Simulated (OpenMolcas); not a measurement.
**Ru³⁺ among point charges: CASSCF and CASPT2 levels and susceptibility, part 1 of 2**

How does a field of 5 point charges split the states of Ru³⁺, and what χT follows?

Program: OpenMolcas 26.06. Level of theory: state-averaged CASSCF and CASPT2, spin-orbit coupling by RASSI with atomic mean-field integrals. These are calculated values, not measurements, unless marked.

## (1) The system

```
Species                           : Ru³⁺ (ruthenium, Z = 44, 41 electrons)
Basis                             : ANO-RCC-VDZP [6s5p3d1f], 43 functions
Scalar Hamiltonian                : DKH2, point nucleus
Inactive shells                   : 1s 2s 2p 3s 3p 3d 4s 4p
Active space                      : 5 electrons in 5 orbitals (4d)
Some configurations of this space : 4d5
Orbitals                          : optimised for each spin and parity, averaged over all roots
```

Outer shells as boxes (Hund's rule):

4d5
```
4d [↑ ][↑ ][↑ ][↑ ][↑ ]
```

The ion sits among 5 point charges of -2 e arranged as a trigonal bipyramid (D3h), 2.1 Å from the ion, with the axial distance 1.995 Å.

Each step is its own input file, run in one work folder so that later steps find the files of earlier ones. Labels, J, g values, rates, χT and fits are worked out afterwards by a script from the matrices that RASSI stores.

## (2) Basis and integrals

a.inp

```
&GATEWAY
Coord
1

Ru 0.0 0.0 0.0
Basis=ANO-RCC-VDZP
Group=NoSym
NoMove
AngMom=0.0 0.0 0.0
AMFI
XField
5 Angstrom 0
2.100000 0.000000 0.000000 -2.000000
-1.050000 1.818653 0.000000 -2.000000
-1.050000 -1.818653 0.000000 -2.000000
0.000000 0.000000 1.995000 -2.000000
0.000000 0.000000 -1.995000 -2.000000
&SEWARD
```

What it wrote:

```text
Basis set label: RU.ANO-RCC...6S5P3D1F.

      Electronic valence basis set:
      ------------------
      Associated Effective Charge  44.000000 au
      Associated Actual Charge     44.000000 au
      Nuclear Model: Point charge

      Shell  nPrim  nBasis  Cartesian Spherical Contaminant
         s      21       6        X
         p      18       5        X
         d      13       3                 X
         f       6       1                 X
                  Relativistic Douglas-Kroll-Hess integrals:
                    - DKH order of Hamiltonian: 2
                    - DKH order of Properties : 0
                  Atomic mean-field integrals
```

## (3) CASSCF: sextets, 1 root

a.inp

```
&RASSCF
FileOrb=start.orb
Symmetry=1
Spin=6
nActEl=5 0 0
Inactive=18
Ras2=5
CIRoot=1 1 1
SDav=1
CIMx=300
Iter=120 100
PrWF=0.3
OrbListing=Nothing
MaxOrb=0
>>> COPY $Project.JobIph JOB001
```

start.orb holds the contracted functions of the basis, ordered by shell, or the orbitals of the step before.

What it wrote, shortened:

```text
[...]
      Number of active orbitals                  5
[...]
      Spin quantum number                      2.5
[...]
      Active orbitals                            5
[...]
      Number of CSFs                             1
      Number of root(s) required                 1
[...]
      Convergence after 12 iterations
[...]
      Natural orbitals and occupation numbers for root  1
      sym 1:   1.000000   1.000000   1.000000   1.000000   1.000000
::    RASSCF root number  1 Total energy:  -4533.31688517
```

## (4) CASSCF: quartets, 24 roots

a.inp

```
&RASSCF
FileOrb=start.orb
Symmetry=1
Spin=4
nActEl=5 0 0
Inactive=18
Ras2=5
CIRoot=24 24 1
SDav=24
CIMx=300
Iter=120 100
PrWF=0.3
OrbListing=Nothing
MaxOrb=0
>>> COPY $Project.JobIph JOB002
```

What it wrote, shortened:

```text
[...]
      Number of active orbitals                  5
[...]
      Spin quantum number                      1.5
[...]
      Active orbitals                            5
[...]
      Number of CSFs                            24
      Number of root(s) required                24
[...]
      Convergence after  9 iterations
[...]
      Natural orbitals and occupation numbers for root  1
      sym 1:   0.973399   1.026601   0.084476   1.913296   1.002228
      Natural orbitals and occupation numbers for root  2
      sym 1:   0.973399   1.913296   0.084476   1.002228   1.026601
      Natural orbitals and occupation numbers for root  3
      sym 1:   1.000000   1.000000   0.279246   1.720754   1.000000
::    RASSCF root number  1 Total energy:  -4533.22116602
::    RASSCF root number  2 Total energy:  -4533.22116602
::    RASSCF root number  3 Total energy:  -4533.21322470
[...]
::    RASSCF root number 21 Total energy:  -4533.10215164
::    RASSCF root number 22 Total energy:  -4533.10215164
::    RASSCF root number 23 Total energy:  -4533.08058316
::    RASSCF root number 24 Total energy:  -4533.08058316
```

## (5) CASSCF: doublets, 75 roots

a.inp

```
&RASSCF
FileOrb=start.orb
Symmetry=1
Spin=2
nActEl=5 0 0
Inactive=18
Ras2=5
CIRoot=75 75 1
SDav=75
CIMx=300
Iter=120 100
PrWF=0.3
OrbListing=Nothing
MaxOrb=0
>>> COPY $Project.JobIph JOB003
```

What it wrote, shortened:

```text
[...]
      Number of active orbitals                  5
[...]
      Spin quantum number                      0.5
[...]
      Active orbitals                            5
[...]
      Number of CSFs                            75
      Number of root(s) required                75
[...]
      Convergence after  9 iterations
[...]
      Natural orbitals and occupation numbers for root  1
      sym 1:   0.992514   1.454901   0.090096   1.454953   1.007535
      Natural orbitals and occupation numbers for root  2
      sym 1:   1.007535   1.454953   0.090096   1.454901   0.992515
      Natural orbitals and occupation numbers for root  3
      sym 1:   0.629885   1.519974   0.184659   1.518955   1.146526
::    RASSCF root number  1 Total energy:  -4533.16806067
::    RASSCF root number  2 Total energy:  -4533.16806067
::    RASSCF root number  3 Total energy:  -4533.16241888
[...]
::    RASSCF root number 27 Total energy:  -4533.11675130
::    RASSCF root number 28 Total energy:  -4533.11037935
::    RASSCF root number 29 Total energy:  -4533.11003893
::    RASSCF root number 30 Total energy:  -4533.10776044
```

## (6) RASSI: spin-orbit coupling between the states

a.inp

```
&RASSI
NrOfJobIphs=3 1 24 75
1
1 2 3 4 5 6 7 8 9 10 11 12 13 14 15 16 17 18 19 20 21 22 23 24
1 2 3 4 5 6 7 8 9 10 11 12 13 14 15 16 17 18 19 20 21 22 23 24 25 26 27
28 29 30 31 32 33 34 35 36 37 38 39 40 41 42 43 44 45 46 47 48 49 50 51
52 53 54 55 56 57 58 59 60 61 62 63 64 65 66 67 68 69 70 71 72 73 74 75
IphNames
JOB001
JOB002
JOB003
EJob
SpinOrbit
DIPRint=1.0
SOCoupling=1000.0
Subsets=2
Property=9
'ANGMOM' 1 'ANGMOM' 2 'ANGMOM' 3 'MLTPL  1' 1 'MLTPL  1' 2 'MLTPL  1' 3
'AMFI' 1 'AMFI' 2 'AMFI' 3
SOProperty=3
'ANGMOM' 1 'ANGMOM' 2 'ANGMOM' 3
```

What it wrote, shortened:

```text
SPIN-FREE ENERGIES:
  (Shifted by EMIN (a.u.) =      -4533.3168851717)
 SF State       Relative EMIN(au)   Rel lowest level(eV)    D:o, cm**(-1)      L_eff
     1             0.0000000000        0.0000000000              0.0000         0.0
     2             0.0957191468        2.6046506745          21007.9245         3.2
     3             0.0957191477        2.6046507001          21007.9247         3.2
     4             0.1036604676        2.8207450232          22750.8429         3.5
     5             0.1036604704        2.8207450973          22750.8435         3.5
     6             0.1206094956        3.2819515700          26470.7246         4.0
     7             0.1211602302        3.2969378222          26591.5969         4.0
     8             0.1221151945        3.3229237242          26801.1873         4.0
     9             0.1231046064        3.3498469940          27018.3381         3.9
    10             0.1231046064        3.3498469940          27018.3381         3.9
[...]
Eigenvalues of complex Hamiltonian:
   -----------------------------------
  (Shifted by EMIN (a.u.) =      -4533.3168851717)
 SO State       Relative EMIN(au)   Rel lowest level(eV)    D:o, cm**(-1)     J-value
     1            -0.0011714550        0.0000000000              0.0000         1.2
     2            -0.0011714550        0.0000000000              0.0000         1.2
     3            -0.0010954745        0.0020675338             16.6758         2.1
     4            -0.0010954745        0.0020675338             16.6758         2.1
     5            -0.0010559564        0.0031428747             25.3490         2.5
     6            -0.0010559564        0.0031428747             25.3490         2.5
     7             0.0923138477        2.5438646789          20517.6523         3.4
     8             0.0923138477        2.5438646789          20517.6523         3.4
     9             0.0928644743        2.5588479926          20638.5009         3.6
    10             0.0928644743        2.5588479926          20638.5009         3.6
    11             0.0946647155        2.6078350495          21033.6082         3.6
[...]
```

These steps: 42 s of run time, 1 thread, shared host.

Spin-free states, with their symmetry labels:

```
state  degeneracy  E (cm-1)  free-ion L (%)
  6A1           1         0         S (100)
   4E           2     21008          G (63)
   4E           2     22751          G (66)
  4A2           1     26471          G (98)
  4A1           1     26592          G (98)
  4A1           1     26801          G (99)
   4E           2     27018         G (100)
   4E           2     30091          D (68)
   4E           2     30575          D (56)
  4A2           1     31396         P (100)
   2E           2     32663          I (71)
  4A1           1     33737          D (99)
   2E           2     33901          I (69)
  2A1           1     34636          I (66)
  2A2           1     34767          I (66)
   2E           2     34837          I (59)
   2E           2     35999          I (62)
   2E           2     36486          D (44)
  2A1           1     36814          I (89)
   4E           2     37554          P (45)
  2A2           1     38580          I (99)
  2A1           1     38584         I (100)
   2E           2     39004          D (41)
  2A2           1     39480          F (76)
```

With spin-orbit coupling:

```csv
E (cm-1),Degeneracy,Label,2S+1,g
0.0,2,E1/2,6,0.00 0.00 9.99
16.7,2,E3/2,6,0.00 0.00 6.00
25.3,2,E1/2,6,2.00 6.00 6.00
20518,2,E1/2,4,0.01 0.01 7.84
20639,2,E3/2,4,0.00 0.00 3.93
21034,2,E1/2,4,0.01 0.88 0.88
21519,2,E1/2,4,0.73 0.73 3.95
21935,2,E1/2,4,0.03 0.03 9.91
22492,2,E1/2,4,0.06 0.06 6.06
22970,2,E3/2,4,0.00 0.00 2.00
23548,2,E1/2,4,0.03 0.03 2.00
26353,2,E3/2,4,0.00 0.00 11.24
26439,2,E1/2,4,1.40 3.70 3.70
26519,2,E1/2,4,3.01 3.39 3.39
26606,2,E3/2,4,0.00 0.00 0.56
26789,2,E1/2,4,1.98 3.99 3.99
26802,2,E3/2,4,0.00 0.00 5.94
26899,2,E1/2,4,0.00 0.00 13.77
26927,2,E1/2,4,0.79 0.79 2.53
27095,2,E1/2,4,1.07 1.07 6.02
27101,2,E3/2,4,0.00 0.00 9.89
29061,2,E1/2,4,0.00 0.00 7.46
29460,2,E3/2,4,0.00 0.00 3.36
29871,2,E1/2,4,0.31 1.17 1.17
```

The table of states holds 24 of 67 computed; the rest, higher up, is left out. Labels of spin-orbit levels are those of the rotation subgroup (D3 for D3h). Principal g values are given for doublets only; a zero marks a field direction without first-order Zeeman splitting.

Powder χT (cm³ K/mol): 3.33 at 2 K, 3.63 at 5 K, 3.97 at 10 K, 4.23 at 20 K, 4.35 at 50 K, 4.37 at 100 K, 4.37 at 150 K, 4.37 at 200 K, 4.37 at 250 K, 4.37 at 300 K.

Orbitals of the lowest block (energies include the constant potential of the surroundings):

```
shell     space  energy (hartree)  mean occupation  ⟨r²⟩ (bohr²)
   1s  inactive         -815.5183            2.000       0.00147
   2s  inactive         -119.1165            2.000        0.0249
   2p  inactive         -106.3686            6.000        0.0197
   3s  inactive          -21.2000            2.000         0.183
   3p  inactive          -16.8877            6.000         0.187
   3d  inactive           -9.9298           10.000         0.175
   4s  inactive           -2.1615            2.000          1.18
   4p  inactive           -0.8430            6.000          1.42
   4d      RAS2                              5.000          2.54
```

(Continued in part 2 of 2.)
